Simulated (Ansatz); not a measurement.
# F3H4NSi2: basis-set convergence

An exercise on one series of results from a longer session: the logs are not shown, and one member is left open.

Computed with Ansatz 0.2.0, Gaussian basis. Level: one geometry, several basis sets.

Plan: PBE0-D4/def2-SVP; ωB97M-V/def2-SVP; PBE0-D4/def2-QZVPP; ωB97M-V/def2-QZVPP; the functionals' def2-TZVPP values are taken from earlier runs.

## Structure used throughout

All runs share one geometry, relaxed beforehand with PBE0-D4 in a triple-zeta def2 set.

SMILES `F[SiH2]N[SiH](F)F`, 10 atoms, charge 0, spin multiplicity 1.

Atoms are counted from 1 here; the program's logs count them from 0.

Bond lengths: F1–Si2 1.597 Å, Si2–N3 1.716 Å, Si2–H7 1.477 Å, Si2–H8 1.478 Å, N3–Si4 1.699 Å, N3–H9 1.013 Å, Si4–F5 1.585 Å, Si4–F6 1.586 Å, Si4–H10 1.468 Å. Angles: F1–Si2–N3 111.7°, F1–Si2–H7 107.4°, F1–Si2–H8 106.4°, N3–Si2–H7 108.1°, N3–Si2–H8 109.4°, H7–Si2–H8 113.9°, Si2–N3–Si4 128.3°, Si2–N3–H9 115.6°, Si4–N3–H9 116.0°, N3–Si4–F5 110.8°, N3–Si4–F6 110.9°, N3–Si4–H10 110.4°, F5–Si4–F6 104.7°, F5–Si4–H10 110.2°, F6–Si4–H10 109.7°.

As a file:

```tsv
atom	x (Å)	y (Å)	z (Å)
F1	-0.6945	-2.4558	0.5733
Si2	-1.0448	-1.1305	-0.2461
N3	0.3429	-0.1521	-0.4931
Si4	0.8665	1.1836	0.4177
F5	2.3464	0.9636	0.9408
F6	0.9471	2.4856	-0.4838
H7	-2.0143	-0.3577	0.5572
H8	-1.5707	-1.5758	-1.5533
H9	0.9455	-0.4323	-1.2574
H10	-0.0409	1.4203	1.5474
```

The first run:

Contents of in.yaml:

```yaml
crystal:
  periodic: [false, false, false]
  atoms:
    - {symbol: F, position_ang: [-0.694499, -2.455827, 0.573327]}
    - {symbol: Si, position_ang: [-1.044808, -1.130451, -0.246131]}
    - {symbol: N, position_ang: [0.342940, -0.152121, -0.493062]}
    - {symbol: Si, position_ang: [0.866471, 1.183649, 0.417683]}
    - {symbol: F, position_ang: [2.346410, 0.963556, 0.940827]}
    - {symbol: F, position_ang: [0.947083, 2.485574, -0.483767]}
    - {symbol: H, position_ang: [-2.014327, -0.357690, 0.557236]}
    - {symbol: H, position_ang: [-1.570718, -1.575836, -1.553281]}
    - {symbol: H, position_ang: [0.945489, -0.432312, -1.257360]}
    - {symbol: H, position_ang: [-0.040939, 1.420259, 1.547427]}
basis:
  gaussian: {orbitals: def2-SVP}
hamiltonian: {xc: pbe0, dispersion: d4}
output: {orbitals: {seedname: orbitals}}
```

Command:

```sh
> ansatz run in.yaml --threads 4 --pin off --events-out ev --progress --plain --max-ram 10444MiB
```

Steps of the session up to this table: PBE0-D4 in def2-SVP; ωB97M-V in def2-SVP; PBE0-D4 in def2-QZVPP; ωB97M-V in def2-QZVPP.

One table of the session follows, with a row left open; its other results are not shown here.

```
functional       basis  HOMO (eV)  LUMO (eV)
   PBE0-D4    def2-SVP      -8.96       0.95
   PBE0-D4  def2-TZVPP      -9.07       0.28
   PBE0-D4  def2-QZVPP      -9.10       0.03
   ωB97M-V    def2-SVP     -11.32       2.74
   ωB97M-V  def2-TZVPP     -11.46       1.84
   ωB97M-V  def2-QZVPP          ?          ?
```

Estimate the missing values for ωB97M-V, def2-QZVPP.

The run gave: HOMO (eV): -11.49; LUMO (eV): 1.33. In the column «HOMO (eV)» it is the lowest.
